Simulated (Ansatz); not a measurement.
Working through an atomisation energy of CH₆SSi₂, SMILES S[SiH]1C[SiH2]1

Program: Ansatz's Python interface.

Interactive session:
```pycon
>>> from collections import Counter
>>> from dataclasses import dataclass
>>> import ansatz
>>> @dataclass
... class Settings:
...     basis: str = "def2-TZVPP"
...     functional: str = "R2SCAN0"
...
>>> opts = Settings()
>>> def total_energy(molecule, charge=0, unpaired=0):
...     calc = molecule.calculation().basis(gaussian=opts.basis).functional(opts.functional)
...     if charge:
...         calc = calc.charge(charge)
...     if unpaired:
...         calc = calc.spin("collinear", total=unpaired)
...     return calc.run(threads=1).report["free_energy_ev"]
...
>>> geometry_ang = [
...     ("S", (-2.4756, 0.1832, -0.3301)),
...     ("Si", (-0.6787, 0.5486, 0.6367)),
...     ("C", (0.635, 0.1522, -0.5483)),
...     ("Si", (0.8881, -1.1233, 0.748)),
...     ("H", (-2.2782, 0.9948, -1.4262)),
...     ("H", (-0.4518, 1.9325, 1.1734)),
...     ("H", (1.5073, 0.8674, -0.5768)),
...     ("H", (0.4149, -0.1819, -1.524)),
...     ("H", (0.4712, -2.4619, 0.2667)),
...     ("H", (2.051, -0.9626, 1.5838)),
... ]
>>> ch6ssi2 = ansatz.Crystal.molecule()
>>> for symbol, xyz in geometry_ang:
...     ch6ssi2 = ch6ssi2.atom(symbol, xyz)
...
>>> # unpaired electrons of the ground-state atoms
>>> unpaired = {"S": 2, "Si": 2, "C": 2, "H": 1}
>>> counts = Counter(site.symbol for site in ch6ssi2.cartesian_sites)
>>> atom_energy = {s: total_energy(ansatz.Crystal.molecule().atom(s, (0, 0, 0)), 0, unpaired[s]) for s in counts}

>>> whole = total_energy(ch6ssi2, 0, 0)
>>> for s, e in atom_energy.items():
...     print(f"{s:2s} x{counts[s]}  {e:14.5f} eV")
...
S  x1    -10832.40327 eV
Si x2     -7873.33579 eV
C  x1     -1029.51733 eV
H  x6       -13.60215 eV
>>> print(f"CH6SSi2: {whole:.5f} eV")
CH6SSi2: -27722.84680 eV
>>> split = sum(counts[s] * e for s, e in atom_energy.items()) - whole
>>> print(f"atomisation energy (no zero-point term): {96.485332 * split:.1f} kJ/mol, {split / sum(counts.values()):.3f} eV an atom")
atomisation energy (no zero-point term): 3149.4 kJ/mol, 3.264 eV an atom
```

3149.4 kJ/mol from the electronic energies, without the zero-point term.

Caveats:
- The settings weren't tested for convergence.
- The geometry is a force-field or estimated start, not a minimum of this method, and the basis set is short of its limit. All parts are taken at fixed geometry, without zero-point energy.
- Run time: 16 s on 1 thread of Arm Neoverse V2, with other jobs on the host, peak memory 0.58 GiB.

(Lines on the test bed's own set-up are left out of the output.)
